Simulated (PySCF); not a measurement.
# I2Pb (Pb(I)22+): the cost of one run

Computed with PySCF 2.14.0. Level: BP86, Pb def2-SVP with ECP60, I def2-SVP with ECP28; scalar-relativistic core potentials, no spin–orbit coupling.

3 further runs of the same task are left out: 2 for a known fault of the program, 1 that didn't finish. Runs told in other sessions of the task aren't counted.

### 1 Starting geometry

3 atoms, charge 2, spin multiplicity 1.

Bond lengths: Pb1–I2 2.683 Å, Pb1–I3 2.683 Å. Angles: I2–Pb1–I3 180.0°.

Geometry (Å):

```xyz
3
I2Pb
Pb    0.0000    0.0000    0.0000
I     0.0000    0.0000    2.6831
I     0.0000    0.0000   -2.6831
```

Formal oxidation states: Pb +4. An earlier session relaxed this geometry at BP86, Pb def2-SVP with ECP60, I def2-SVP with ECP28 (singlet, point group D∞h).

Its energy there is -787.965606 Eh.

### 2 Multiplicity 3 at the relaxed geometry

run.py (the lines that set the calculation)

```python
mol = gto.M(atom='''
Pb     0.00000     0.00000     0.00000
I      0.00000     0.00000     2.68314
I      0.00000     0.00000    -2.68314''',
    basis={'Pb': 'def2-SVP', 'I': 'def2-SVP'},
    ecp={'Pb': 'def2-SVP', 'I': 'def2-SVP'},
    charge=2, spin=2)
mf = dft.UKS(mol, xc='B88,P86')
mf.grids.atom_grid = (50, 194)
mf = mf.density_fit()  # fitting sets: Pb def2-universal-JKFIT, I def2-universal-JKFIT
mf.conv_tol = 1e-08; mf.max_cycle = 55
mf.kernel(dm0)  # dm0: free metal ions and neutral atoms
```

Launch:

```sh
OMP_NUM_THREADS=2 python run.py
```

**Question.** How long does this run take on 2 threads of Arm Neoverse V2, shared host?

About 15 s.
